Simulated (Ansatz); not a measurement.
# As2: the cost of one run

Program: the Python package of Ansatz 0.2.0. Level of theory: MP2/def2-SVPD. These are calculated values, not measurements.

## 1. The structure

Bond lengths: As1–As2 2.350 Å.

The script holds or builds the structure itself.

## 2. The script

File as2_field.py:

```python
'''Response of As2 to a pair of distant point charges.'''

import ansatz
import numpy as np

geometry_ang = [
    ('As', [0.0, 0.0, 0.0]),
    ('As', [0.0, 0.0, 2.35]),
]
geometry = ansatz.Crystal.molecule()
for symbol, xyz in geometry_ang:
    geometry = geometry.atom(symbol, xyz)

setup = (
    geometry.calculation()
    .basis(gaussian='def2-SVPD')
    .correlation('MP2')
    .forces()
)
# charges +q and -q at -R and +R make a nearly even field 2 k q / R^2 at the centre
centre = np.mean([site.position_ang for site in geometry.cartesian_sites], axis=0)
field = 2 * 14.399645 * 2.0 / 40.0 ** 2


def dipole(axis, sign):
    arm = 40.0 * np.eye(3)[axis]
    pair = [{'charge': sign * 2.0, 'position_ang': (centre - arm).tolist()}, {'charge': -sign * 2.0, 'position_ang': (centre + arm).tolist()}]
    deck = setup.input().set(ansatz.key.basis.gaussian.point_charges, pair)
    return np.array(ansatz.Session.from_dict(deck).plan().execute().report['charge_distribution']['dipole_moment_e_ang'])


print(f'field {field:.4f} V/A')
alpha = np.array([(dipole(axis, 1) - dipole(axis, -1)) / (2 * field) * 14.399645 for axis in range(3)])
print('polarisability tensor (A^3)')
print(np.array2string(alpha, precision=3, suppress_small=True))
print(f'mean {np.trace(alpha) / 3:.3f} A^3 = {np.trace(alpha) / 3 / 0.14818471:.2f} bohr^3')
```

## 3. The run

The run is started by

```console
> python as2_field.py
```

**Question.** How long does this script take on 1 thread of Arm Neoverse V2, shared host, and how much memory does it need?

About 20 s, with a peak of 0.26 GiB.
